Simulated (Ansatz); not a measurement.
# CrTe2: the cost of one run

Computed with Ansatz 0.2.0 (DFT LDA, scalar-relativistic, plane waves, PAW, unless a step's input says otherwise).

### 1 The starting structure

The structure is trigonal, space group P-3m1 (No. 164). The conventional cell has a = 3.700 Å, b = 3.700 Å, c = 6.130 Å, α = 90.00°, β = 90.00°, γ = 120.00°. Cr (site symmetry -3m) is surrounded by 6 Te at 2.65 Å. Te (site symmetry 3m) has 3 Cr at 2.65 Å as nearest neighbours.

Coordinates:

```cif
data_structure
_symmetry_space_group_name_H-M 'P 1'
_symmetry_Int_Tables_number 1
_cell_length_a 3.7000
_cell_length_b 3.7000
_cell_length_c 6.1300
_cell_angle_alpha 90.000
_cell_angle_beta 90.000
_cell_angle_gamma 120.000
_cell_volume 72.68
loop_
_atom_site_label
_atom_site_type_symbol
_atom_site_fract_x
_atom_site_fract_y
_atom_site_fract_z
_atom_site_occupancy
Cr1 Cr 0.00000 0.00000 0.00000 1
Te1 Te 0.33333 0.66667 0.25450 1
Te2 Te 0.66667 0.33333 0.74550 1
```

### 2 Relaxing the atoms: CrTe2, moments +

Contents of input.yaml:

```yaml
crystal:
  lattice:
    - [3.7, 0.0, 0.0]
    - [-1.85, 3.204293994, 0.0]
    - [0.0, 0.0, 6.13]
  atoms:
    - { symbol: Cr, position: [0.0, 0.0, 0.0], spin: 3.0 }
    - { symbol: Te, position: [0.3333333333, 0.6666666667, 0.2545] }
    - { symbol: Te, position: [0.6666666667, 0.3333333333, 0.7455] }
magnetization:
  spin_polarized: true
scf:
  occupations: { method: fermi_dirac, width: 0.05 }
output:
  forces: true
  stress: true
  populations: true
  write_density: true
  write_potential: true
  elf: true
  volumetric_format: npy
hamiltonian:
  xc: lda
relax:
  f_tol: 0.005
kpoints:
  mp_grid: { grid: [16, 16, 10] }
```

Run with:

```sh
$ ansatz run input.yaml --threads 4 --pin off --max-ram 8192MiB --backend cpu --events-out ev --progress --plain --runs-dir out
```

Q: Estimate wall time and peak memory on 4 threads of Arm Neoverse V1, shared host.

About 59 s, with a peak of 1.2 GiB.
